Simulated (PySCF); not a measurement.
# F₂HOSe−, cut into parts across a bond: interaction energy

An exercise on one series of results from a longer session: the logs are not shown, and one member is left open.

Programs: PySCF 2.14.0. All values are calculated, for the isolated system unless a continuum is named. Atoms count from 0, parts from 1.

### Starting point

5 atoms, charge -1, multiplicity 1; geometry: GFN2-xTB. Parts: 1 = atoms 0–2, `F[Se]F`, charge 0; 2 = atoms 3–4, `[OH-]`, charge -1. In the given geometry Se1 and O3 of different parts are bonded (1.84 Å), so values for the parts refer to these atom groups.

The first run:

The job: settings as JSON, then the geometry in Å.

```
{"job": {"xc": "PBE0", "basis": "def2-TZVPD", "d3": "d3bj", "grid": 3, "kind": "geom", "shake": 0.01}, "charge": -1, "multiplicity": 1, "parts": [{"atoms": "0-2", "charge": 0, "multiplicity": 1}, {"atoms": "3-4", "charge": -1, "multiplicity": 1}]}
F     -1.558151     0.817753     1.428035
Se     0.091231     0.190975     0.421135
F      1.789199    -0.367496    -0.341613
O      0.998739     0.662708     1.947388
H      0.204663     0.966136     2.440022
```

On the command line:

```bash
OMP_NUM_THREADS=1 python cluster_run.py task.json out
```

One launch serves the whole session: the jobs run in the order shown.

Steps of the session up to this table: Optimising the geometry at PBE0-D3(BJ)/def2-TZVPD; Coupled-cluster interaction energy: CCSD(T) and MP2, 1.82 Å; Coupled-cluster interaction energy: CCSD(T) and MP2, 1.91 Å; Coupled-cluster interaction energy: CCSD(T) and MP2, 2.00 Å; Coupled-cluster interaction energy: CCSD(T) and MP2, 1.73 Å; Coupled-cluster interaction energy: CCSD(T) and MP2, 2.28 Å; Coupled-cluster interaction energy: CCSD(T) and MP2, 1.64 Å; Coupled-cluster interaction energy: CCSD(T) and MP2, 2.73 Å; Coupled-cluster interaction energy: CCSD(T) and MP2, 3.64 Å.

One of the session's tables, all rows but one given; the rest of the session is left out.

It belongs to the step «Coupled-cluster interaction energy: CCSD(T) and MP2, 3.64 Å». 

```
                 method  interaction energy (kcal/mol)
         HF/aug-cc-pVDZ                         -27.42
        MP2/aug-cc-pVDZ                              ?
       CCSD/aug-cc-pVDZ                         -42.85
    CCSD(T)/aug-cc-pVDZ                         -76.76
         HF/aug-cc-pVQZ                         -26.90
        MP2/aug-cc-pVQZ                         -44.81
    SCS-MP2/aug-cc-pVQZ                         -45.36
      MP2, extrapolated                         -44.77
CCSD(T), limit estimate                         -76.08
```

**Question.** Estimate the row for MP2/aug-cc-pVDZ.

The run gave: interaction energy (kcal/mol): -45.45. In the column «interaction energy (kcal/mol)» it lies between CCSD(T), limit estimate (-76.08) and SCS-MP2/aug-cc-pVQZ (-45.36).

To keep in mind: At 2.28 Å a test (T1, the size of the triples or of CCSD(T) less MP2, charge moved between the parts) flags the run, so its CCSD(T) estimate is not taken as a benchmark. At 2.73 Å a test (T1, the size of the triples or of CCSD(T) less MP2, charge moved between the parts) flags the run, so its CCSD(T) estimate is not taken as a benchmark. At 3.64 Å a test (T1, the size of the triples or of CCSD(T) less MP2, charge moved between the parts) flags the run, so its CCSD(T) estimate is not taken as a benchmark.
